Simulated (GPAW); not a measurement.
Runs of GPAW 26.7.0 on MoSe. The structure is cubic, space group Fm-3m (No. 225). Conventional cell: a = 5.786 Å, b = 5.786 Å, c = 5.786 Å, α = 90.00°, β = 90.00°, γ = 90.00°. Mo (site symmetry m-3m) is surrounded by 6 Se at 2.89 Å. Se (site symmetry m-3m) has 6 Mo at 2.89 Å as nearest neighbours. The cell was built by a generator and needn't be a form met in nature.

| level | gap on the mesh (eV) | pressure (GPa) | relaxed volume (Å³/atom) |
| --- | --- | --- | --- |
| PBE+D3M(BJ) | none | 0.0 | 16.03 |
| PBE+D3(op) | none | -0.1 | 17.33 |
| PBE+D3(BJ) | none | -0.1 | 17.18 |
| PBE | none | 0.0 | (a) |
| PBE+D3 | none | -0.1 | (b) |

Alike in all rows: task relaxation of cell and atoms; potentials or basis GPAW PAW data sets (gpaw-data 1.2.1), pw; no spin polarisation; cell relaxed; k mesh 8 × 8 × 8; cutoff (eV) 600; smearing fermi-dirac 0.05 eV.

**Question.** Fill in the values left out.

**Answer.** (a) 17.79; (b) 17.42.

Caveats: later steps reuse the first step's grids; the volume moved by over 15 % at a fixed basis, so the end points are rough; pairwise dispersion overbinds metals, which lowers pressure and volume (some runs).

A k mesh can miss the band edges, and the runs leave out spin-orbit coupling on Mo, Se.

A gap of «none» marks a metal or a gap under the smearing width.
